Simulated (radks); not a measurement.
# Spin polarisation of the 4d shell in Rh⁺

How much does Rh⁺ gain by aligning the spins in its 4d shell? The moment is raised step by step from zero.

Method: scalar-relativistic Kohn-Sham, LDA (Slater exchange, Perdew-Wang correlation), spin-polarised, spherical densities, point nucleus. Code: radks (a radial shooting solver on a logarithmic mesh, Libxc functionals) version 1.

**1. The atom as given**

| Quantity | Value |
| --- | --- |
| element | rhodium (Z = 45) |
| charge | +1 |
| electrons | 44 |
| configuration | [Kr] 4d(up 4, down 4) |

A shell typed twice in an input gives spin up, then spin down.

**2. No moment**

The run's settings:

```text
Z 45
configuration [Kr] 4d4 4d4
relativity scalar-relativistic
functional lda,pw
spin polarised
nucleus point
c 137.035999084
```

**3. moment 0.5 in 4d**

The run's settings:

```text
Z 45
configuration [Kr] 4d4.25 4d3.75
relativity scalar-relativistic
functional lda,pw
spin polarised
nucleus point
c 137.035999084
```

**4. moment 1 in 4d**

The run's settings:

```text
Z 45
configuration [Kr] 4d4.5 4d3.5
relativity scalar-relativistic
functional lda,pw
spin polarised
nucleus point
c 137.035999084
```

**5. moment 1.5 in 4d**

The run's settings:

```text
Z 45
configuration [Kr] 4d4.75 4d3.25
relativity scalar-relativistic
functional lda,pw
spin polarised
nucleus point
c 137.035999084
```

**6. moment 2 in 4d**

The run's settings:

```text
Z 45
configuration [Kr] 4d5 4d3
relativity scalar-relativistic
functional lda,pw
spin polarised
nucleus point
c 137.035999084
```

Before running it: what results should come out? Wanted: for each run, moment; E − E(0); ε(4d up); ε(4d down); splitting.

As calculated:

```csv
moment (μB),E − E(0) (eV),ε(4d up) (eV),ε(4d down) (eV),splitting (eV)
0,0.000,-13.849,-13.849,0.000
0.5,-0.037,-13.993,-13.697,0.296
1,-0.148,-14.129,-13.538,0.592
1.5,-0.333,-14.258,-13.370,0.888
2,-0.592,-14.380,-13.194,1.186
```

In words: At a moment of 2 μB the energy has fallen by 0.59 eV and the 4d levels split by 1.19 eV, 0.593 eV per μB. The Stoner form E = −I m²/4 would give I = 0.592 eV. The energy falls at every step.
